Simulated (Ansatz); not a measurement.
# Si5F: one candidate of a structure search

Aim: relax a trial structure of Si5F and see where it ends.

Program: Ansatz 0.2.0. Level of theory: DFT PBE, scalar-relativistic, plane waves, PAW. These are calculated values, not measurements.

## (1) Starting point

It takes space group P-6m2 (No. 187, hexagonal). Conventional cell: a = 2.873 Å, b = 2.873 Å, c = 14.747 Å, α = 90.00°, β = 90.00°, γ = 120.00°. Si (site symmetry 3m) is surrounded by 9 Si at 2.87 Å and 3 F at 3.15 Å. Si (site symmetry 3m) has 12 Si at 2.87 to 2.88 Å as nearest neighbours. Around Si (site symmetry -6m2) lie 12 Si at 2.87 to 2.88 Å. F (site symmetry -6m2) is surrounded by 6 F at 2.87 Å and 6 Si at 3.15 Å.

Structure file:

```cif
data_structure
_symmetry_space_group_name_H-M 'P-6m2'
_symmetry_Int_Tables_number 187
_cell_length_a 2.8730
_cell_length_b 2.8730
_cell_length_c 14.7470
_cell_angle_alpha 90.000
_cell_angle_beta 90.000
_cell_angle_gamma 120.000
_cell_volume 105.42
loop_
_atom_site_label
_atom_site_type_symbol
_atom_site_symmetry_multiplicity
_atom_site_Wyckoff_symbol
_atom_site_fract_x
_atom_site_fract_y
_atom_site_fract_z
_atom_site_occupancy
Si1 Si 2 h 0.33333 0.66667 0.81842 1
Si2 Si 2 g 0.00000 0.00000 0.65982 1
Si3 Si 1 d 0.33333 0.66667 0.50000 1
F1 F 1 a 0.00000 0.00000 0.00000 1
```

A structure generator made this guess: species swapped into a database cell of CeMg5 (P-6m2, No. 187), with F on the Ce sites and Si on the Mg sites. Lengths come from tabulated atomic sizes and are only a guess.

## (2) The guess as it stands, on a coarse mesh

input.yaml

```yaml
crystal:
  lattice:
    - [2.87302018, 0.0, 0.0]
    - [-1.43651009, 2.48810847, 0.0]
    - [0.0, 0.0, 14.74697131]
  atoms:
    - { symbol: Si, position: [0.66666667, 0.33333333, 0.818425] }
    - { symbol: Si, position: [0.33333333, 0.66666667, 0.65982085] }
    - { symbol: Si, position: [0.66666667, 0.33333333, 0.5] }
    - { symbol: Si, position: [0.33333333, 0.66666667, 0.34017915] }
    - { symbol: Si, position: [0.66666667, 0.33333333, 0.181575] }
    - { symbol: F, position: [0.33333333, 0.66666667, 0.0] }
basis:
  ecutwfc: 420
kpoints:
  mp_grid: { grid: [6, 6, 2] }
hamiltonian:
  xc: pbe
scf:
  occupations: { method: gaussian, width: 0.1 }
  lower_state_search: "off"
output:
  forces: true
  stress: true
  eigenvalues: true
```

Command:

```
$ ansatz run input.yaml --threads 1 --pin off --max-ram 2560MiB --backend cpu --events-out ev --progress --plain --runs-dir out
```

The session goes on with these runs: spin check on a coarse mesh; a loose first relaxation; final relaxation; relaxing again on a mesh for the new cell.

**Question.** What will these runs give? Wanted: conventional cell; volume; energy over the elements; gap on the mesh.

The runs gave:

```
                                                              quantity                                                                        value
                                symmetry at the end (tolerance 0.05 Å)                                                  space group P-6m2 (No. 187)
                                                     conventional cell  a = 2.676 Å, b = 2.676 Å, c = 13.220 Å, α = 90.00°, β = 90.00°, γ = 120.00°
                                                                volume                                                                13.66 Å³/atom
energy over the elements (uncorrected; H, N, O, F and Cl as molecules)                                                                +0.11 eV/atom
                                                       gap on the mesh                                                                 none (metal)
```

What this shows: The space group P-6m2 (No. 187) is kept, and the volume per atom shrinks by 22.2 % from the first guess. The formation energy is positive, so the separate elements lie lower. No finished test with a distortion of lower symmetry is shown, so the end may be a saddle point. Some metallic runs here have no spin polarisation while others do, so their energies compare only roughly. Other magnetic orders were not searched.
